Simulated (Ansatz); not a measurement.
# HOTi: the cost of one run

Program: Ansatz 0.2.0, Gaussian basis. Level of theory: def2-QZVPP, core rule «outside noble gas», up to 10 orbitals frozen. These are calculated values, not measurements.

The runs, in order: UHF; ROHF; CCSD(T) on UHF.

2 further runs of the same task are left out: 2 set aside as unsound or not needed.

### Step 1. The geometry

The geometry is a PBE0/def2-TZVP stationary point (not a proven minimum) of the parent state, kept for this charge and spin.

3 atoms, charge 0, spin multiplicity 4.

Atoms are counted from 1 here; the program's logs count them from 0.

Bond lengths: Ti1–O2 1.607 Å, Ti1–H3 1.793 Å. Angles: O2–Ti1–H3 119.4°.

Geometry (Å):

```xyz
3
HOTi
Ti    0.0000   -0.0751    0.3759
O     0.0000    0.1391   -1.2164
H     0.0000    1.3560    1.4562
```

### Step 2. UHF

Input file in.yaml:

```yaml
crystal:
  periodic: [false, false, false]
  atoms:
    - {symbol: Ti, position_ang: [0.000000, -0.075060, 0.375924]}
    - {symbol: O, position_ang: [0.000000, 0.139135, -1.216428]}
    - {symbol: H, position_ang: [0.000000, 1.356032, 1.456176]}
basis:
  gaussian: {orbitals: "def2-QZVPP.json"}
magnetization: {spin_polarized: true, initial_magnetization: 3}
hamiltonian: {xc: hf}
output: {orbitals: {seedname: orbitals}}
```

Run with:

```sh
ansatz run in.yaml --threads 1 --pin off --events-out ev --progress --plain --max-ram 2560MiB --backend cpu
```

What time and memory should one allow on 1 thread of AMD EPYC 7R13, shared host?

About 74 s, with a peak of 0.49 GiB.
